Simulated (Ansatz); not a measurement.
## HfO2, space group Fm-3m: a calculation of the elastic constants, step by step

Program: Ansatz's Python interface.

Typed at the interpreter:
```pycon
>>> import ansatz
>>> import numpy as np
>>> lattice = ansatz.Lattice.of(
...     (0.0, 2.5575, 2.5575),
...     (2.5575, 0.0, 2.5575),
...     (2.5575, 2.5575, 0.0),
... )
>>> sites = [
...     ("Hf", (0.0, 0.0, 0.0)),
...     ("O", (0.25, 0.25, 0.25)),
...     ("O", (0.75, 0.75, 0.75)),
... ]
>>> xtal = ansatz.Crystal(lattice=lattice)
>>> for symbol, position in sites:
...     xtal = xtal.atom(symbol, position)
...
>>> [site.symbol for site in xtal.resolved().sites]
['Hf', 'O', 'O']
>>> job = (
...     xtal.calculation()
...     .pseudopotentials("paw")
...     .basis(38 * ansatz.Ry)
...     .occupations("cold")  # fractional filling near the Fermi level
...     .kpoints(8, 8, 8)  # sampling of the Brillouin zone
... )
>>> res = job.elastic("clamped-ion", amplitude=0.005).run(threads=1, pin="off")
>>> elastic = res.elastic
>>> print("C_ij (GPa), Voigt order xx yy zz yz xz xy")
C_ij (GPa), Voigt order xx yy zz yz xz xy
>>> for row in elastic.c_gpa:
...     print(" ".join(f"{value:8.1f}" for value in row))
...
   532.4     87.3     87.3     -0.0     -0.0      0.0
    87.3    532.4     87.3     -0.0     -0.0      0.0
    87.3     87.3    532.4      0.0     -0.0      0.0
     0.0      0.0      0.0     82.9      0.0      0.0
     0.0     -0.0     -0.0      0.0     82.9      0.0
    -0.0      0.0      0.0      0.0      0.0     82.9
>>> print("smallest eigenvalue of C:", round(elastic.stability.min_eigenvalue_gpa, 1), "GPa; tensor positive definite:", elastic.stability.min_eigenvalue_gpa > 0)
smallest eigenvalue of C: 82.9 GPa; tensor positive definite: True
>>> # averaged moduli need a positive definite tensor
>>> if elastic.stability.min_eigenvalue_gpa > 0:
...     m = elastic.moduli
...     print(f"K = {m.k_hill_gpa:.1f}, G = {m.g_hill_gpa:.1f}, E = {m.youngs_gpa:.1f} GPa, Poisson ratio {m.poisson:.3f}, K/G = {m.k_hill_gpa / m.g_hill_gpa:.2f}")
...
K = 235.6, G = 124.7, E = 318.0 GPa, Poisson ratio 0.275, K/G = 1.89
```

Caveats:
- No spin polarisation was allowed.
- A positive definite tensor excludes instabilities under uniform strain alone; phonons elsewhere in the zone can still be imaginary.
- This is a high-temperature or high-pressure form, not the ambient phase.
- The cell stands under -2.5 GPa at these settings.
- In a crystal with a gap the Fermi level's place inside it depends on smearing and mesh.
- Spin-orbit coupling, which matters for elements this heavy, is left out.
- No functional is typed, so the default, PBE, holds.
- These are clamped-ion constants: where atoms have free coordinates under strain, the relaxed-ion ones can be far smaller or negative, so this tensor doesn't settle whether the crystal is stable.
- The structure is a deposited one; some such entries were measured under pressure or heat, so a shift against it needn't be the functional's error alone.
- The constants belong to the cell that was strained; where it wasn't relaxed first it may be under stress.
- The whole script took 47 s on 1 thread of Arm Neoverse V1 (shared host), peak memory 0.46 GiB.

(A comment or docstring line of the script was reworded after the run, the code is as it ran.)
